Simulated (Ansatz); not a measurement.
# InN₂H₅: taking an electron away

The task here is to estimate one member of a computed series from the others.

Program: Ansatz 0.2.0, Gaussian basis. Level of theory: unrestricted cation, the program's frozen cores in correlated methods. These are calculated values, not measurements.

Levels to be run: UKS PBE-D4/def2-TZVPP; UKS r2SCAN-D4/def2-TZVPP; UKS PBE0-D4/def2-TZVPP; UKS B3LYP-D4/def2-TZVPP; UKS wB97X-V/def2-TZVPP; UKS wB97M-V/def2-TZVPP; UKS B2PLYP/def2-TZVPP; UHF-CCSD(T)/def2-TZVPP; UHF-CCSD(T)/def2-QZVPP; extrapolation to the limit; then −ε(HOMO) from the neutral's earlier runs with LDA (SPW92), PBE-D4, revPBE-D4, BLYP-D4, r2SCAN-D4, B97M-V, PBE0-D4, B3LYP-D4, r2SCANh-D4, r2SCAN0-D4, HSE06-D4, BHLYP-D4, CAM-B3LYP-D4, LC-ωPBE, ωB97X-V, ωB97M-V.

## The geometry

All runs share one geometry, relaxed beforehand with PBE0-D4 in a triple-zeta def2 set. In takes the def2 core potential; no spin-orbit term is included.

SMILES `[NH2][InH][NH2]`, 8 atoms, charge 0, spin multiplicity 1.

Atoms are counted from 1 here; the program's logs count them from 0.

Bond lengths: N1–In2 2.018 Å, N1–H4 1.008 Å, N1–H5 1.008 Å, In2–N3 2.018 Å, In2–H6 1.703 Å, N3–H7 1.008 Å, N3–H8 1.008 Å. Angles: In2–N1–H4 119.3°, In2–N1–H5 119.7°, H4–N1–H5 109.6°, N1–In2–N3 112.7°, N1–In2–H6 123.6°, N3–In2–H6 123.6°, In2–N3–H7 119.7°, In2–N3–H8 119.3°, H7–N3–H8 109.6°.

The first run:

The input, in.yaml:

```yaml
crystal:
  periodic: [false, false, false]
  atoms:
    - {symbol: N, position_ang: [-0.969680, 0.858040, -1.126996]}
    - {symbol: In, position_ang: [0.247987, 0.564810, 0.455498]}
    - {symbol: N, position_ang: [0.742654, -1.375187, 0.709639]}
    - {symbol: H, position_ang: [-1.482062, 0.076761, -1.506612]}
    - {symbol: H, position_ang: [-1.538242, 1.689191, -1.171812]}
    - {symbol: H, position_ang: [0.798963, 1.819228, 1.467525]}
    - {symbol: H, position_ang: [1.570927, -1.614728, 1.231792]}
    - {symbol: H, position_ang: [0.629463, -2.018116, -0.059034]}
basis:
  gaussian: {orbitals: def2-TZVPP}
total_charge: 1
magnetization: {spin_polarized: true, initial_magnetization: 1}
hamiltonian: {xc: pbe, dispersion: d4}
```

Run with:

```
$ ansatz run in.yaml --threads 2 --pin off --events-out ev --progress --plain --max-ram 32768MiB --backend cpu
```

Steps of the session up to this table: Cation, UKS PBE-D4/def2-TZVPP; Cation, UKS r2SCAN-D4/def2-TZVPP; Cation, UKS PBE0-D4/def2-TZVPP; Cation, UKS B3LYP-D4/def2-TZVPP; Cation, UKS wB97X-V/def2-TZVPP; Cation, UKS wB97M-V/def2-TZVPP; Cation, UKS B2PLYP (frozen core)/def2-TZVPP; Cation, UHF-CCSD(T)/def2-TZVPP; Cation, UHF-CCSD(T)/def2-QZVPP.

One of the session's tables, all rows but one given; the rest of the session is left out.

It belongs to the step «Ionisation energies side by side». For comparison, −ε(HOMO) of the neutral from earlier runs:

```
  functional  −ε(HOMO) (eV)
 LDA (SPW92)           5.52
      PBE-D4           5.34
   revPBE-D4           5.28
     BLYP-D4           5.23
   r2SCAN-D4           5.61
      B97M-V           5.68
     PBE0-D4              ?
    B3LYP-D4           6.47
  r2SCANh-D4           6.12
  r2SCAN0-D4           6.90
    HSE06-D4           6.29
    BHLYP-D4           7.99
CAM-B3LYP-D4           8.12
     LC-ωPBE           9.54
     ωB97X-V           9.15
     ωB97M-V           9.06
```

Q: Estimate the row for PBE0-D4 from the others.

As computed: −ε(HOMO) (eV): 6.70. In the column «−ε(HOMO) (eV)» it lies between B3LYP-D4 (6.47) and r2SCAN0-D4 (6.90).
